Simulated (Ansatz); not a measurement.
# HfSn3O8: the cost of one run

Program: Ansatz 0.2.0. PAW datasets, plane waves. The structure was generated, not taken from experiment, and needn't be the ground state; spin polarisation is off.

## (1) The cell

The cell was relaxed beforehand with r2SCAN.

The symmetry is Pmm2 (No. 25, orthorhombic); conventional cell a = 3.517 Å, b = 7.206 Å, c = 5.382 Å, 11.37 Å³ an atom. Hf has 4 O at 2.00–2.06 Å; Sn has 4 O at 2.02–2.04 Å; O has 1 Sn at 2.01 Å and 1 Hf at 2.06 Å; O has 2 Sn at 2.04 Å; O has 2 Hf at 2.00 Å.

As a file:

```cif
data_structure
_symmetry_space_group_name_H-M 'Pmm2'
_symmetry_Int_Tables_number 25
_cell_length_a 3.5175
_cell_length_b 7.2055
_cell_length_c 5.3821
_cell_angle_alpha 90.000
_cell_angle_beta 90.000
_cell_angle_gamma 90.000
_cell_volume 136.41
loop_
_atom_site_label
_atom_site_type_symbol
_atom_site_symmetry_multiplicity
_atom_site_Wyckoff_symbol
_atom_site_fract_x
_atom_site_fract_y
_atom_site_fract_z
_atom_site_occupancy
Hf1 Hf 1 c 0.50000 0.00000 0.50394 1
Sn1 Sn 2 g 0.00000 0.75186 0.00460 1
O1 O 2 h 0.50000 0.74884 0.32034 1
O2 O 1 a 0.00000 0.00000 0.18763 1
O3 O 1 a 0.00000 0.00000 0.68226 1
O4 O 2 h 0.50000 0.75874 0.81978 1
Sn2 Sn 1 d 0.50000 0.50000 0.48866 1
O5 O 1 b 0.00000 0.50000 0.17327 1
O6 O 1 b 0.00000 0.50000 0.67480 1
```

## (2) Band structure with PBE

The input, input.yaml:

```yaml
crystal:
  lattice:
    - [3.5174556514, 0.0, 0.0]
    - [0.0, 7.2055026612, 0.0]
    - [0.0, 0.0, 5.3820834261]
  atoms:
    - { symbol: Hf, position: [0.5, 0.0, 0.5039393798] }
    - { symbol: Sn, position: [0.0, 0.7518588552, 0.0046011009] }
    - { symbol: O, position: [0.5, 0.748839818, 0.3203401208] }
    - { symbol: O, position: [0.0, 0.0, 0.1876281344] }
    - { symbol: O, position: [0.0, 0.0, 0.6822633021] }
    - { symbol: O, position: [0.5, 0.7587436604, 0.8197779978] }
    - { symbol: Sn, position: [0.5, 0.5, 0.4886553002] }
    - { symbol: Sn, position: [0.0, 0.2481411448, 0.0046011009] }
    - { symbol: O, position: [0.5, 0.251160182, 0.3203401208] }
    - { symbol: O, position: [0.0, 0.5, 0.1732708688] }
    - { symbol: O, position: [0.0, 0.5, 0.6748045754] }
    - { symbol: O, position: [0.5, 0.2412563396, 0.8197779978] }
kpoints:
  mp_grid: { grid: [8, 4, 6] }
  band_path:
    path:
      - [[0.0, 0.0, 0.0], [0.5, 2.558369080755e-18, -6.867886763447e-34], [0.5, 0.5, -5.74759432919e-34], [-7.187490380222e-35, 0.5, 1.120292434257e-34], [0.0, 0.0, 0.0], [1.932526950493e-50, 2.036063632058e-50, 0.5], [0.5, 2.558369080755e-18, 0.5], [0.5, 0.5, 0.5], [-5.621101060641e-35, 0.5, 0.5], [1.932526950493e-50, 2.036063632058e-50, 0.5]]
      - [[0.5, 2.558369080755e-18, -6.867886763447e-34], [0.5, 2.558369080755e-18, 0.5]]
      - [[-7.187490380222e-35, 0.5, 1.120292434257e-34], [-5.621101060641e-35, 0.5, 0.5]]
      - [[0.5, 0.5, -5.74759432919e-34], [0.5, 0.5, 0.5]]
    npoints: 10
hamiltonian:
  xc: pbe
scf:
  occupations: { method: fermi_dirac, width: 0.02 }
  n_extra_bands: 7
output:
  forces: true
  stress: true
  eigenvalues: true
```

What time and memory should one allow on 1 × NVIDIA H100 80GB HBM3 with 2 threads of AMD EPYC 7R13 (Zen 3), shared host?

About 22 s, with a peak of 1 GiB on the host.
